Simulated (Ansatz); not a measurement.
# CH4BNO: how energies converge with the basis set

One table from this session's results is given with a row withheld; the runs are named, their logs left out.

The runs use Ansatz 0.2.0, Gaussian basis; one geometry, several basis sets.

Levels to be run: PBE0-D4/def2-SVP; ωB97M-V/def2-SVP; PBE0-D4/def2-QZVPP; ωB97M-V/def2-QZVPP; the functionals' def2-TZVPP values are taken from earlier runs.

1 further run of the same task is left out (it didn't finish).

## The relaxed structure

The geometry comes from an earlier relaxation with PBE0-D4 in a triple-zeta def2 set; it is a stationary point, not always the lowest conformer.

SMILES `N=CBO`, 8 atoms, charge 0, spin multiplicity 1.

Atoms are counted from 1 here; the program's logs count them from 0.

Bond lengths: N1–C2 1.273 Å, N1–H5 1.020 Å, C2–B3 1.592 Å, C2–H6 1.097 Å, B3–O4 1.339 Å, B3–H7 1.196 Å, O4–H8 0.974 Å. Angles: C2–N1–H5 113.2°, N1–C2–B3 115.3°, N1–C2–H6 121.8°, B3–C2–H6 122.9°, C2–B3–O4 115.9°, C2–B3–H7 124.6°, O4–B3–H7 119.5°, B3–O4–H8 108.2°.

Geometry (Å):

```xyz
8
CH4BNO
N    -0.92951    0.73002   -0.64020
C     0.08720    0.71712    0.12498
B     0.69017   -0.72429    0.43045
O     0.06256   -1.75568   -0.14923
H    -1.28979    1.66835   -0.81481
H     0.51045    1.64078    0.53963
H     1.64109   -0.92836    1.12603
H    -0.67995   -1.40515   -0.67267
```

The first run:

Contents of in.yaml:

```yaml
crystal:
  periodic: [false, false, false]
  atoms:
    - {symbol: N, position_ang: [-0.929515, 0.730019, -0.640196]}
    - {symbol: C, position_ang: [0.087197, 0.717122, 0.124982]}
    - {symbol: B, position_ang: [0.690165, -0.724292, 0.430450]}
    - {symbol: O, position_ang: [0.062560, -1.755676, -0.149228]}
    - {symbol: H, position_ang: [-1.289794, 1.668346, -0.814808]}
    - {symbol: H, position_ang: [0.510452, 1.640785, 0.539634]}
    - {symbol: H, position_ang: [1.641088, -0.928357, 1.126035]}
    - {symbol: H, position_ang: [-0.679952, -1.405148, -0.672668]}
basis:
  gaussian: {orbitals: def2-SVP}
hamiltonian: {xc: pbe0, dispersion: d4}
output: {orbitals: {seedname: orbitals}}
```

Command:

```
> ansatz run in.yaml --threads 2 --pin off --events-out ev --progress --plain --max-ram 4352MiB
```

Steps of the session up to this table: PBE0-D4 in def2-SVP; ωB97M-V in def2-SVP; PBE0-D4 in def2-QZVPP; ωB97M-V in def2-QZVPP.

One of the session's tables, all rows but one given; the rest of the session is left out.

It belongs to the step «Functionals by basis». 

| functional | basis | HOMO (eV) |
| --- | --- | --- |
| PBE0-D4 | def2-SVP | -7.78 |
| PBE0-D4 | def2-TZVPP | -7.97 |
| PBE0-D4 | def2-QZVPP | -8.00 |
| ωB97M-V | def2-SVP | -10.12 |
| ωB97M-V | def2-TZVPP | -10.33 |
| ωB97M-V | def2-QZVPP | ? |

Estimate the missing values for ωB97M-V, def2-QZVPP.

**Answer.** HOMO (eV): -10.36. In the column «HOMO (eV)» it is the lowest.
